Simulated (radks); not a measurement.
**Valence configurations of N⁺**

NIST gives [He] 2s2 2p2 as the ground configuration of N⁺. Does this level of theory agree? Several fillings of the valence shells are run.

The numbers are computed with radks (a radial shooting solver on a logarithmic mesh, Libxc functionals) version 1 (scalar-relativistic Kohn-Sham, PBE, spin-polarised, spherical densities, finite nucleus; open shells are filled with parallel spins first), except any that are marked as measured or tabulated.

**1. What is computed**

- element: nitrogen (Z = 7)
- charge: +1
- electrons: 6
- configuration: [He] 2s2 2p2
- nuclear rms radius: 2.5582 fm
- others tried: 2p4; 2s1 2p3; 2s0.5 2p3.5; 2s1.5 2p2.5

Outer shells as boxes (Hund's rule):

N⁺
```
[He] core
2s [↑↓]
2p [↑ ][↑ ][  ]
```

**2. [He] 2s2 2p2**

Input:

```text
Z 7
configuration [He] 2s2 2p2
relativity scalar-relativistic
functional pbe,pbe
spin polarised
nucleus finite rms 2.5582 fm
c 137.035999084
```

Command:

```sh
> python run_ks.py task.json out
```

The same process makes all the runs of this session.

**3. [He] 2p4**

Input: that of step 2 with these lines changed.

```diff
@@ -1,3 +1,3 @@
 Z 7
-configuration [He] 2s2 2p2
+configuration [He] 2p4
 relativity scalar-relativistic
```

**4. [He] 2s1 2p3**

Input: that of step 3 with these lines changed.

```diff
@@ -1,3 +1,3 @@
 Z 7
-configuration [He] 2p4
+configuration [He] 2s1 2p3
 relativity scalar-relativistic
```

**5. [He] 2s0.5 2p3.5**

Input: that of step 4 with these lines changed.

```diff
@@ -1,3 +1,3 @@
 Z 7
-configuration [He] 2s1 2p3
+configuration [He] 2s0.5 2p3.5
 relativity scalar-relativistic
```

**6. [He] 2s1.5 2p2.5**

Input:

```text
Z 7
configuration [He] 2s1.5 2p2.5
relativity scalar-relativistic
functional pbe,pbe
spin polarised
nucleus finite rms 2.5582 fm
c 137.035999084
```

**Question.** What will these runs give? Wanted: for each run, valence; E − E(NIST configuration); moment; highest level; its energy; 1s shift.

As calculated:

```
    valence  E − E(NIST configuration) (eV)  moment (μB)  highest level  its energy (eV)  1s shift (eV)
    2s2 2p2                           0.000            2          2p up          -22.032          +0.00
2s1.5 2p2.5                           3.469            3          2p up          -22.498          +0.20
    2s1 2p3                           5.632            4          2p up          -22.785          +0.65
2s0.5 2p3.5                          15.148            3        2p down          -16.814          -0.03
        2p4                          23.493            2        2p down          -18.503          -0.42
```

In words: Theory agrees with NIST among these: the next, 2s1.5 2p2.5, lies 3.469 eV higher. The energies are those of spherical high-spin densities, not of single terms. The 1s eigenvalue shifts by up to 0.65 eV as the valence charge is rearranged.
